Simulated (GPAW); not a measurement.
Crystal: Sn3Te.

```
CELL_PARAMETERS angstrom
4.86562 0.00000 0.00000
0.00000 4.86562 0.00000
0.00000 0.00000 4.86562
ATOMIC_POSITIONS crystal
Te 0.00000 0.00000 0.00000
Sn 0.00000 0.50000 0.50000
Sn 0.50000 0.00000 0.50000
Sn 0.50000 0.50000 0.00000
```

The cell comes from a database or a generator and needn't be the stable form of this composition.

| Quantity | Value |
| --- | --- |
| Program | GPAW 26.7.0 |
| Task | relaxation of cell and atoms |
| Functional | PBEsol |
| Dispersion | D3(BJ) |
| Potentials or basis | PAW data sets generated in the run's folder for this functional |
| Cutoff | 600 eV |
| Basis | pw |
| k mesh | 6 × 6 × 6 |
| Occupations | fermi-dirac, width 0.05 eV |
| Spin | no spin polarisation |

At the start: pressure -4.9 GPa; volume 28.80 Å³/atom.

**Question.** Where does the relaxation end?

**Answer.** Over 4 steps the energy falls by 49.2 meV/atom and the volume is 25.88 Å³/atom (-10.1 %); space group Pm-3m (No. 221, to 0.05 Å).

Step by step:
| step | energy change (eV) | largest force (eV/Å) | pressure (GPa) | volume (Å³) |
| --- | --- | --- | --- | --- |
| 1 | 0.0000 | 0.0000 | -4.89 | 115.19 |
| 2 | -0.0315 | 0.0000 | -4.55 | 114.11 |
| 3 | -0.1937 | 0.0000 | 0.75 | 102.03 |
| 4 | -0.1967 | 0.0000 | -0.10 | 103.51 |

Final structure:
```
Te Sn
1.0
     4.69523    0.00000    0.00000
     0.00000    4.69523    0.00000
     0.00000    0.00000    4.69523
Te Sn
1 3
Direct
  0.00000 0.00000 0.00000
  0.00000 0.50000 0.50000
  0.50000 0.00000 0.50000
  0.50000 0.50000 0.00000
```

Caveat: later steps reuse the first step's grids; pairwise dispersion overbinds metals, which lowers pressure and volume.
